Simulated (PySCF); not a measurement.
# C4H7NO2Si: the cost of one run

The runs use PySCF 2.14.0, with density-fitted response routines of our own; the level of theory stands in each step. All values are computed, except where a source is named. Atoms count from 0, in the outputs and in this text.

## 1. The starting structure

15 atoms, charge 0, multiplicity 1; geometry from: GFN2-xTB.

Bonds of the start (Å): O0–Si1 1.61, Si1–O2 1.62, Si1–N3 1.75, N3–C4 1.37, C4–C5 1.36, C5–C6 1.41, C6–C7 1.36, C7–N3 1.37, O0–H8 0.95, Si1–H9 1.45, O2–H10 0.95, C4–H11 1.07, C5–H12 1.07, C6–H13 1.07, C7–H14 1.07.

## 2. Excited states and response: B3LYP/def2-SVPD

The job: settings as JSON, then the geometry in Å.

```
{"job": {"kind": "uv", "xc": "B3LYP", "basis": "def2-SVPD", "nstates": 8, "ntriplets": 3}, "charge": 0, "multiplicity": 1}
O     -2.305256     0.834467    -1.221412
Si    -1.687928    -0.298077    -0.258114
O     -2.385674    -0.161458     1.200919
N      0.043230    -0.080893    -0.075160
C      0.889286     0.406822    -1.034937
C      2.172676     0.350362    -0.586316
C      2.128873    -0.209737     0.712288
C      0.820314    -0.463814     0.986465
H     -2.510236     1.708032    -0.896584
H     -1.967103    -1.550296    -0.936557
H     -2.085561    -0.674893     1.944362
H      0.491546     0.762287    -1.964448
H      3.050930     0.669626    -1.112600
H      2.967056    -0.395593     1.355463
H      0.373433    -0.888845     1.864720
```

Level: TDDFT B3LYP/def2-SVPD, vertical, gas phase, core orbitals frozen in the response.

The run is started by

```sh
$ OMP_NUM_THREADS=1 python probes_run.py task.json out
```

This one command runs all jobs of the session in turn.

**Question.** How long does this job take on 1 thread of Intel Xeon 6975P-C, shared host, and how much memory does it need?

About 29 s, with a peak of 0.9 GiB.
